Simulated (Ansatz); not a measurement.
# Cu (fcc type): the cost of one run

Method: DFT, PBEsol, all-electron LAPW, scalar-relativistic, in Ansatz 0.2.0.

## 1. The system as given

It takes space group Fm-3m (No. 225, cubic). The conventional cell has a = 3.564 Å, b = 3.564 Å, c = 3.564 Å, α = 90.00°, β = 90.00°, γ = 90.00°. Cu (site symmetry m-3m) has 12 Cu at 2.52 Å as nearest neighbours.

Coordinates:

```cif
data_structure
_symmetry_space_group_name_H-M 'P 1'
_symmetry_Int_Tables_number 1
_cell_length_a 2.5198
_cell_length_b 2.5198
_cell_length_c 6.1723
_cell_angle_alpha 90.000
_cell_angle_beta 90.000
_cell_angle_gamma 120.000
_cell_volume 33.94
loop_
_atom_site_label
_atom_site_type_symbol
_atom_site_fract_x
_atom_site_fract_y
_atom_site_fract_z
_atom_site_occupancy
Cu1 Cu 0.00000 0.00000 0.00000 1
Cu2 Cu 0.33333 0.66667 0.33333 1
Cu3 Cu 0.66667 0.33333 0.66667 1
```

Atoms are numbered in the order of the input: Cu1, Cu2, Cu3.

## 2. Bulk in the slab's orientation, LAPW

The input, input.yaml:

```yaml
crystal:
  lattice:
    - [0.0, 1.7817812452, -1.7817812452]
    - [-1.7817812452, 0.0, 1.7817812452]
    - [3.5635624903, 3.5635624903, 3.5635624903]
  atoms:
    - { symbol: Cu, position: [0.0, 0.0, 0.0] }
    - { symbol: Cu, position: [0.333333333, 0.666666667, 0.333333333] }
    - { symbol: Cu, position: [0.666666667, 0.333333333, 0.666666667] }
kpoints:
  mp_grid: { grid: [18, 18, 7] }
scf:
  occupations: { method: fermi_dirac, width: 0.1 }
hamiltonian:
  xc: pbesol
  pseudopotentials: { kind: all_electron, lapw: { basis_error: 0.001 } }
output:
  forces: true
  stress: true
  eigenvalues: true
```

Launch:

```sh
$ ansatz run input.yaml --threads 2 --pin off --max-ram 4096MiB --backend cpu --events-out ev --progress --plain --runs-dir out
```

**Question.** How long does this run take on 2 threads of Intel Xeon Platinum 8488C (Sapphire Rapids), shared host, and how much memory does it need?

About 40 s, with a peak of 1 GiB.
